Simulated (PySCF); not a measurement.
Runs of PySCF 2.14.0 on BOH3. The cell holds a molecule in a box, 5 atoms: a = 11.000 Å, b = 12.000 Å, c = 12.000 Å, α = 90.00°, β = 90.00°, γ = 90.00°. 

```tsv
task	level	three-body dispersion term	conv_tol	exxdiv	grid for exchange and correlation	three-centre integrals	gap on the mesh (eV)
atomic charges	r2SCAN50+D4	yes	1e-07 Ha	ewald	Becke, atom-centred	read from an earlier run's file	11.63
atomic charges	PBE	-	1e-07 Ha	-	Becke, atom-centred	-	6.18
MP2 correlation energy	HF	-	1e-08 Ha	ewald	-	read from an earlier run's file	16.61
atomic charges	TPSSh+D4	yes	1e-07 Ha	ewald	Becke, atom-centred	read from an earlier run's file	(a)
CCSD(T) correlation energy	HF	-	1e-08 Ha	ewald	-	read from an earlier run's file	16.61
atomic charges	PBEsol0	-	1e-07 Ha	ewald	Becke, atom-centred	read from an earlier run's file	8.74
```

Alike in all rows: potentials or basis 6-31g* (all-electron); no spin polarisation; cell as given; k mesh 1 × 1 × 1; smearing fixed.

**Question.** Fill in the values left out.

**Answer.** (a) 7.70.

Caveats: this is a molecule in a periodic box at the Γ point, so its band gap is the HOMO-LUMO gap; the basis of atomic orbitals isn't converged, which shifts pressures, moduli and gaps; the basis is small and the box finite, so much correlation energy is missing and levels can be off by tenths of an eV (some runs).

